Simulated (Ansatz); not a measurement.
# Si2Br: the cost of one run

Computed with Ansatz 0.2.0 (DFT PBE, scalar-relativistic, plane waves, PAW, unless a step's input says otherwise).

## (1) The starting structure

The structure is tetragonal, space group P4_2/mmc (No. 131). Conventional cell: a = 3.439 Å, b = 3.439 Å, c = 12.880 Å, α = 90.00°, β = 90.00°, γ = 90.00°. Si (site symmetry 2mm) has 2 Br at 2.26 Å as nearest neighbours. Around Br (site symmetry -4m2) lie 4 Si at 2.26 Å.

Coordinates:

```
Si Br
1.0
     3.43853    0.00000    0.00000
     0.00000    3.43853    0.00000
     0.00000    0.00000   12.88038
Si Br
4 2
Direct
  0.00000 0.50000 0.86412
  0.50000 0.00000 0.36412
  0.50000 0.00000 0.63588
  0.00000 0.50000 0.13588
  0.00000 0.00000 0.75000
  0.00000 0.00000 0.25000
```

Recipe of the guess: species swapped into a database cell of AuI2 (P4_2/mmc, No. 131), with Br on the Au sites and Si on the I sites. The dimensions are guesses.

## (2) A first look at the guess

input.yaml reads:

```yaml
crystal:
  lattice:
    - [3.43852906, 0.0, 0.0]
    - [0.0, 3.43852906, 0.0]
    - [0.0, 0.0, 12.88037982]
  atoms:
    - { symbol: Si, position: [0.0, 0.5, 0.86411846] }
    - { symbol: Si, position: [0.5, 0.0, 0.36411846] }
    - { symbol: Si, position: [0.5, 0.0, 0.63588154] }
    - { symbol: Si, position: [0.0, 0.5, 0.13588154] }
    - { symbol: Br, position: [0.0, 0.0, 0.75] }
    - { symbol: Br, position: [0.0, 0.0, 0.25] }
basis:
  ecutwfc: 420
kpoints:
  mp_grid: { grid: [6, 6, 2] }
hamiltonian:
  xc: pbe
scf:
  occupations: { method: gaussian, width: 0.1 }
  lower_state_search: "off"
output:
  forces: true
  stress: true
  eigenvalues: true
```

Command:

```bash
$ ansatz run input.yaml --threads 1 --pin off --max-ram 2560MiB --backend cpu --events-out ev --progress --plain --runs-dir out
```

**Question.** How long does this run take on 1 thread of Intel Xeon 6975P-C (Granite Rapids), shared host, and how much memory does it need?

About 2.2 s, with a peak of 0.39 GiB.
